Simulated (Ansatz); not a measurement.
# Ti2W3: the cost of one run

Program: Ansatz 0.2.0. Level of theory: DFT PBE, scalar-relativistic, plane waves, PAW. These are calculated values, not measurements.

2 further runs of the same task are left out: 2 that didn't finish. Runs told in other sessions of the task aren't counted.

### 1 The structure to begin with

Symmetry: I4/mmm, No. 139, tetragonal system. The conventional cell has a = 3.183 Å, b = 3.183 Å, c = 16.129 Å, α = 90.00°, β = 90.00°, γ = 90.00°. Ti (site symmetry 4mm) has 5 W at 2.72 to 3.13 Å and 8 Ti at 2.89 to 3.18 Å in its first shell of neighbours. W (site symmetry 4/mmm) has 12 W at 2.76 to 3.18 Å and 2 Ti at 3.13 Å in its first shell of neighbours. W (site symmetry 4mm) has 4 Ti at 2.72 Å and 4 W at 2.76 Å in its first shell of neighbours.

As a file:

```
CELL_PARAMETERS angstrom
-1.59156 1.59156 8.06450
1.59156 -1.59156 8.06450
1.59156 1.59156 -8.06450
ATOMIC_POSITIONS crystal
Ti 0.19380 0.19380 0.00000
Ti 0.80620 0.80620 0.00000
W 0.00000 0.00000 0.00000
W 0.59863 0.59863 0.00000
W 0.40137 0.40137 0.00000
```

The cell was relaxed beforehand at this level, from a generated guess; it is a trial structure. At a tolerance of 0.05 Å it has space group I4/mmm (No. 139); it has 16.34 Å³/atom, an uncorrected energy of +0.00 eV/atom over the elements.

### 2 Bands, states and charges

input.yaml reads:

```yaml
crystal:
  lattice:
    - [-1.5915607, 1.5915607, 8.0644984]
    - [1.5915607, -1.5915607, 8.0644984]
    - [1.5915607, 1.5915607, -8.0644984]
  atoms:
    - { symbol: Ti, position: [0.1938, 0.1938, 0.0] }
    - { symbol: Ti, position: [0.8062, 0.8062, 0.0] }
    - { symbol: W, position: [0.0, 0.0, 0.0] }
    - { symbol: W, position: [0.598631, 0.598631, 0.0] }
    - { symbol: W, position: [0.401369, 0.401369, 0.0] }
basis:
  ecutwfc: 420
kpoints:
  mp_grid: { grid: [16, 16, 16] }
  band_path:
    path:
      - [[0.0, 0.0, 0.0], [0.0, 0.0, 0.5], [0.25, 0.25, 0.25], [0.0, 0.5, 0.0], [0.0, 0.0, 0.0], [0.5, 0.5, -0.5], [0.25973715, 0.74026285, -0.25973715]]
      - [[-0.25973715, 0.25973715, 0.25973715], [0.0, 0.0, 0.0]]
      - [[0.0, 0.0, 0.5], [-0.01947429, 0.01947429, 0.5]]
      - [[0.5, 0.5, -0.01947429], [0.5, 0.5, -0.5]]
    npoints: 14
hamiltonian:
  xc: pbe
scf:
  occupations: { method: gaussian, width: 0.1 }
  n_extra_bands: 12
output:
  forces: true
  stress: true
  eigenvalues: true
  populations: true
  dos: { projected: true, de: 0.02, nscf_kmesh: { grid: [20, 20, 20] } }
  bader: true
  write_density: true
  write_potential: true
  elf: true
  volumetric_format: npy
```

Launch:

```sh
ansatz run input.yaml --threads 1 --pin off --max-ram 3072MiB --backend cpu --events-out ev --progress --plain --runs-dir out
```

**Question.** How long does this run take on 1 thread of Intel Xeon 6975P-C (Granite Rapids), shared host, and how much memory does it need?

About 2 min, with a peak of 1.6 GiB.
